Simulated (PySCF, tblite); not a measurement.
# C7H10FOP: geometry, infrared bands and NMR shifts

Wanted: the infrared bands and NMR shifts of C7H10FOP (`CC(C)(C)c1oc(F)cp1`), by calculation.

The runs use tblite 0.8.0 and PySCF 2.14.0, with density-fitted response routines of our own; the level of theory stands in each step. All values are computed, except where a source is named. Atoms are numbered from 0 throughout.

### 1 The molecule as given

20 atoms, charge 0, multiplicity 1; geometry from: force field or distance geometry start.

Bonds of the start (Å): C0–C1 1.50, C1–C2 1.51, C1–C3 1.53, C1–C4 1.49, C4–O5 1.25, O5–C6 1.26, C6–F7 1.40, C6–C8 1.38, C8–P9 1.81, P9–C4 1.89, C0–H10 1.12, C0–H11 1.12, C0–H12 1.12, C2–H13 1.13, C2–H14 1.10, C2–H15 1.08, C3–H16 1.10, C3–H17 1.10, C3–H18 1.12, C8–H19 1.08.

### 2 Geometry optimisation with GFN2-xTB

The job: settings as JSON, then the geometry in Å.

```
{"job": {"kind": "relax", "xc": "GFN2-xTB", "basis": "xTB"}, "charge": 0, "multiplicity": 1}
C     -1.556800     1.083800     0.540900
C     -0.809500    -0.078000    -0.050000
C     -1.445900    -1.386100     0.351300
C     -0.916700     0.082600    -1.569900
C      0.645300    -0.065100     0.280800
O      1.561000     0.458300    -0.397700
C      2.791800     0.462600    -0.108000
F      3.746200     1.081400    -0.922700
C      3.214600    -0.160100     1.043900
P      1.649100    -0.772400     1.720400
H     -1.388200     1.184700     1.645200
H     -2.667900     0.961700     0.414500
H     -1.249400     2.061100     0.085400
H     -2.421600    -1.516200    -0.195900
H     -1.710700    -1.370300     1.421600
H     -0.871800    -2.280100     0.146400
H     -1.934400    -0.157100    -1.925600
H     -0.129000    -0.502500    -2.078000
H     -0.737200     1.154700    -1.826500
H      4.226000    -0.232400     1.420800
```

Command:

```console
$ OMP_NUM_THREADS=1 python probes_run.py task.json out
```

One launch serves the whole session: the jobs run in the order shown.

**Question.** This job is followed by: GFN2-xTB harmonic vibrations, gas phase; GIAO PBE0/pcSseg-1 NMR shielding, non-relativistic, gas phase. Predict these results of the whole session: strongest single infrared mode (GFN2-xTB); zero-point energy (GFN2-xTB); 13C shifts against TMS (PBE0/pcSseg-1, means over atoms taken as alike); 1H shifts against TMS (PBE0/pcSseg-1, means over atoms taken as alike); 17O shifts against H2O (PBE0/pcSseg-1); 19F shifts against CFCl3 (PBE0/pcSseg-1); 31P shifts against H3PO4 (PBE0/pcSseg-1).

The runs gave:

| quantity | value |
| --- | --- |
| strongest single infrared mode (GFN2-xTB) | 1572 cm⁻¹, 190 km/mol |
| zero-point energy (GFN2-xTB) | 97.8 kcal/mol |
| 13C shifts against TMS (PBE0/pcSseg-1, means over atoms taken as alike) | 212.6, 169.2, 99.3, 40.1, 31.0 ppm |
| 1H shifts against TMS (PBE0/pcSseg-1, means over atoms taken as alike) | 6.01, 1.41 ppm |
| 17O shifts against H2O (PBE0/pcSseg-1) | 333.9 ppm |
| 19F shifts against CFCl3 (PBE0/pcSseg-1) | -96.8 ppm |
| 31P shifts against H3PO4 (PBE0/pcSseg-1) | 119.0 ppm |

What this shows: The optimisation took 115 steps and gained 1.552 eV; among the close pairs (by a distance rule), C4–P9 changed most, from 1.892 to 1.717 Å. No mode is imaginary among the 54: a minimum at this level. The strongest single mode, at 1572 cm⁻¹, moves mainly C6 and C8. GFN2-xTB is a fitted tight-binding method: band positions and strengths are rough. Its intensities can rank the bands wrongly. At PBE0/pcSseg-1: Shielding is most anisotropic at P9 (span 440 ppm, paramagnetic term -771 ppm). NICS(1)zz of -20 ppm above the planar ring from C4 marks a diatropic (aromatic) ring current.
